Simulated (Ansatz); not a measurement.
# SiN2H5 (SMILES N[SiH]N): U-revPBE/def2-SVPD

What is the electronic atomisation energy of SiN2H5 at U-revPBE/def2-SVPD? 

The calculation is run with Ansatz 0.2.0.

50 further runs of the same task are left out: 50 set aside as unsound or not needed.

**1. The molecule**

SiN2H5: 8 atoms, total charge 0, spin state doublet. As SMILES, `N[SiH]N`. The coordinates come from a PBE0-D4/def2-TZVP relaxation. This is one conformer, not always the lowest.

Bond lengths: N1–Si2 1.713 Å, Si2–N3 1.720 Å, N1–H4 1.008 Å, N1–H5 1.005 Å, Si2–H6 1.504 Å, N3–H7 1.008 Å, N3–H8 1.008 Å. Angles: N1–Si2–N3 106.1°, N1–Si2–H6 117.2°, N3–Si2–H6 103.6°, Si2–N1–H4 122.2°, Si2–N1–H5 121.8°, Si2–N3–H7 120.2°, Si2–N3–H8 119.6°, H4–N1–H5 112.8°, H7–N3–H8 111.5°.

**2. A single-point energy at U-revPBE/def2-SVPD**

run.yaml reads:

```yaml
crystal:
  periodic: [false, false, false]
  atoms:
    - {symbol: N, position_ang: [-1.027000, 0.622100, -0.768300]}
    - {symbol: Si, position_ang: [0.527700, 0.579900, -0.050700]}
    - {symbol: N, position_ang: [0.789500, -1.052600, 0.425100]}
    - {symbol: H, position_ang: [-1.817900, 0.144500, -0.364600]}
    - {symbol: H, position_ang: [-1.296600, 1.349400, -1.406800]}
    - {symbol: H, position_ang: [0.716400, 1.354100, 1.225100]}
    - {symbol: H, position_ang: [0.730800, -1.794000, -0.255200]}
    - {symbol: H, position_ang: [1.468900, -1.260500, 1.139500]}
basis:
  gaussian: {orbitals: def2-SVPD}
total_charge: 0
magnetization: {spin_polarized: true, initial_magnetization: 1}
hamiltonian: {xc: {name: revPBE}}
accuracy: high
output: {orbitals: {seedname: orbitals}}
```

Launch:

```
$ ansatz run run.yaml --threads 1 --pin off --max-ram 3480MiB --events-out events.jsonl --progress --plain --runs-dir runs
```

The log of the run:

```text
Warning: RAYON_NUM_THREADS=1 ignored (pool sized by the plan → 1); use --threads N
Functional definition: revPBE
  name "revPBE"
  parameter kappa = 1.245
  parameter beta = 0.06672455060314922
  exchange = pbe_x(kappa = kappa, mu = beta*pi^2/3)
  correlation = pbe_c(beta = beta)
2133 factors; integrals over basis functions are off by at most 3.5e-9 eV
mean field evaluation 1: about -10918.6043 eV, gradient 5.8e1 eV
mean field evaluation 2: about -10861.6228 eV, gradient 1.1e2 eV
mean field evaluation 4: about -10931.7458 eV, gradient 9.6e0 eV
mean field evaluation 8: about -10932.1860 eV, gradient 1.4e-1 eV
mean field evaluation 16: about -10932.1861 eV, gradient 4.3e-5 eV
mean field -10932.18610237 eV, -401.7504291604 hartree, gradient 6.8e-8 eV, S^2 0.751967; 0 other end points of the search recorded, 0 dependent functions left out
reference -10932.18610732 eV, -401.7504293421 hartree; 17, 16 occupied and 87, 88 virtual orbitals, 2133 factors
Total energy: -10932.18610732 eV, -401.7504293421 hartree
```

Run time: 8.4 s. Hardware: 1 thread of Arm Neoverse V2, shared host; peak memory 0.33 GiB.

**3. The H atom, same level**

job.yaml reads:

```yaml
crystal:
  periodic: [false, false, false]
  atoms:
    - symbol: H
      position_ang: [0.000000, 0.000000, 0.000000]
basis:
  gaussian:
    orbitals: def2-SVPD
magnetization:
  spin_polarized: true
  initial_magnetization: 1
hamiltonian:
  xc: {name: revPBE}
accuracy: high
```

Run the same way, it converges to -0.50319 Eh (log not shown).

**4. The N atom at the same level**

run.yaml reads:

```yaml
crystal:
  periodic: [false, false, false]
  atoms:
    - {symbol: N, position_ang: [0.000000, 0.000000, 0.000000]}
basis:
  gaussian: {orbitals: def2-SVPD}
magnetization: {spin_polarized: true, initial_magnetization: 3}
hamiltonian: {xc: {name: revPBE}}
accuracy: high
```

Launch:

```
$ ansatz run run.yaml --threads 1 --pin off --max-ram 3480MiB --events-out events.jsonl --progress --plain --runs-dir runs
```

The log of the run:

```text
Warning: RAYON_NUM_THREADS=1 ignored (pool sized by the plan → 1); use --threads N
[... 6 set-up lines as earlier in the session ...]
163 factors; integrals over basis functions are off by at most 3.0e-9 eV
mean field evaluation 1: about -1483.4702 eV, gradient 6.1e0 eV
mean field evaluation 2: about -1483.5532 eV, gradient 4.6e0 eV
mean field evaluation 4: about -1483.6621 eV, gradient 5.4e-3 eV
mean field evaluation 8: about -1483.6620 eV, gradient 4.4e-6 eV
mean field -1483.66196288 eV, -54.5235714737 hartree, gradient 5.4e-9 eV, S^2 3.753064; 0 other end points of the search recorded, 0 dependent functions left out
reference -1483.66196518 eV, -54.5235715582 hartree; 5, 2 occupied and 15, 18 virtual orbitals, 163 factors
Total energy: -1483.66196518 eV, -54.5235715582 hartree
```

Run time: 0.24 s. Hardware: 1 thread of Arm Neoverse V2, shared host.

**5. The Si atom at the same level**

input.yaml reads:

```yaml
crystal:
  periodic: [false, false, false]
  atoms:
    - symbol: Si
      position_ang: [0.000000, 0.000000, 0.000000]
basis:
  gaussian:
    orbitals: def2-SVPD
magnetization:
  spin_polarized: true
  initial_magnetization: 2
hamiltonian:
  xc: {name: revPBE}
accuracy: high
```

Run the same way, it converges to -289.21788 Eh (log not shown).

**6. Summary of results**

At U-revPBE/def2-SVPD:

| quantity | value |
| --- | --- |
| molecule: total energy | -401.75043 Eh |
| molecule: HOMO energy (highest over α and β) | -3.88 eV |
| molecule: LUMO energy (lowest over α and β) | -2.17 eV |
| molecule: ⟨S²⟩ | 0.752 |
| H atom: total energy | -0.50319 Eh |
| H atom: ⟨S²⟩ | 0.750 |
| N atom: total energy | -54.52357 Eh |
| N atom: ⟨S²⟩ | 3.753 |
| Si atom: total energy | -289.21788 Eh |
| Si atom: ⟨S²⟩ | 2.004 |
| electronic atomisation energy | 26.380 eV |

**Reading.** Taking the molecule apart into free atoms costs 26.38 eV (608 kcal/mol), before zero-point energy and without spin-orbit coupling.
